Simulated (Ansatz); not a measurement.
# H9NSi2Sn: basis-set convergence

How large a basis does H9NSi2Sn need? Two functionals are run in growing sets.

The runs use Ansatz 0.2.0, Gaussian basis; one geometry, several basis sets.

Plan: PBE0-D4/def2-SVP; ωB97M-V/def2-SVP; PBE0-D4/def2-QZVPP; ωB97M-V/def2-QZVPP; the functionals' def2-TZVPP values are taken from earlier runs.

### 1 Structure used throughout

An earlier PBE0-D4 in a triple-zeta def2 set relaxation fixed the geometry. Sn takes the def2 core potential; no spin-orbit term is included.

13 atoms, charge 0, spin multiplicity 1.

Atoms are counted from 1 here; the program's logs count them from 0.

Bond lengths: N1–Si2 1.732 Å, N1–H5 1.008 Å, N1–H6 1.009 Å, Si2–Si3 2.350 Å, Si2–Sn4 2.568 Å, Si2–H7 1.491 Å, Si3–H8 1.490 Å, Si3–H9 1.491 Å, Si3–H10 1.490 Å, Sn4–H11 1.709 Å, Sn4–H12 1.712 Å, Sn4–H13 1.708 Å. Angles: Si2–N1–H5 119.0°, Si2–N1–H6 119.0°, H5–N1–H6 110.4°, N1–Si2–Si3 115.9°, N1–Si2–Sn4 107.5°, N1–Si2–H7 107.2°, Si3–Si2–Sn4 109.3°, Si3–Si2–H7 107.6°, Sn4–Si2–H7 109.1°, Si2–Si3–H8 110.0°, Si2–Si3–H9 111.5°, Si2–Si3–H10 110.7°, H8–Si3–H9 107.8°, H8–Si3–H10 108.2°, H9–Si3–H10 108.5°, Si2–Sn4–H11 111.4°, Si2–Sn4–H12 109.7°, Si2–Sn4–H13 112.2° and more.

### 2 PBE0-D4 in def2-SVP

The input, in.yaml:

```yaml
crystal:
  periodic: [false, false, false]
  atoms:
    - {symbol: N, position_ang: [-0.724707, 1.427978, 1.302254]}
    - {symbol: Si, position_ang: [0.382113, 0.571828, 0.282090]}
    - {symbol: Si, position_ang: [-0.089990, 0.626743, -2.018867]}
    - {symbol: Sn, position_ang: [0.439179, -1.868251, 1.079580]}
    - {symbol: H, position_ang: [-1.653096, 1.058781, 1.434977]}
    - {symbol: H, position_ang: [-0.749606, 2.435359, 1.258904]}
    - {symbol: H, position_ang: [1.728160, 1.180745, 0.481433]}
    - {symbol: H, position_ang: [-1.394487, -0.041656, -2.287746]}
    - {symbol: H, position_ang: [-0.180752, 2.025958, -2.525562]}
    - {symbol: H, position_ang: [0.965983, -0.086920, -2.790208]}
    - {symbol: H, position_ang: [1.196290, -2.882889, -0.068427]}
    - {symbol: H, position_ang: [-1.159004, -2.441622, 1.299033]}
    - {symbol: H, position_ang: [1.260119, -2.040854, 2.567440]}
basis:
  gaussian: {orbitals: def2-SVP}
hamiltonian: {xc: pbe0, dispersion: d4}
output: {orbitals: {seedname: orbitals}}
```

Further steps of the session: ωB97M-V in def2-SVP; PBE0-D4 in def2-QZVPP; ωB97M-V in def2-QZVPP.

Before running them: what should the planned runs give, taken together? Wanted: PBE0-D4: double and triple zeta above quadruple; ωB97M-V: double and triple zeta above quadruple.

As calculated:

```
                                       quantity          value
PBE0-D4: double and triple zeta above quadruple  8.44, 0.69 eV
ωB97M-V: double and triple zeta above quadruple  8.60, 0.66 eV
```

In words: For PBE0-D4 the step from double to triple zeta gains 7.75 eV and the next only 0.69 eV. Total energies overstate the basis error of differences, where much of it tends to cancel. The LUMO of ωB97M-V is positive and keeps falling with the basis (1.48 to 0.82 eV): an unbound level that the basis holds in place.
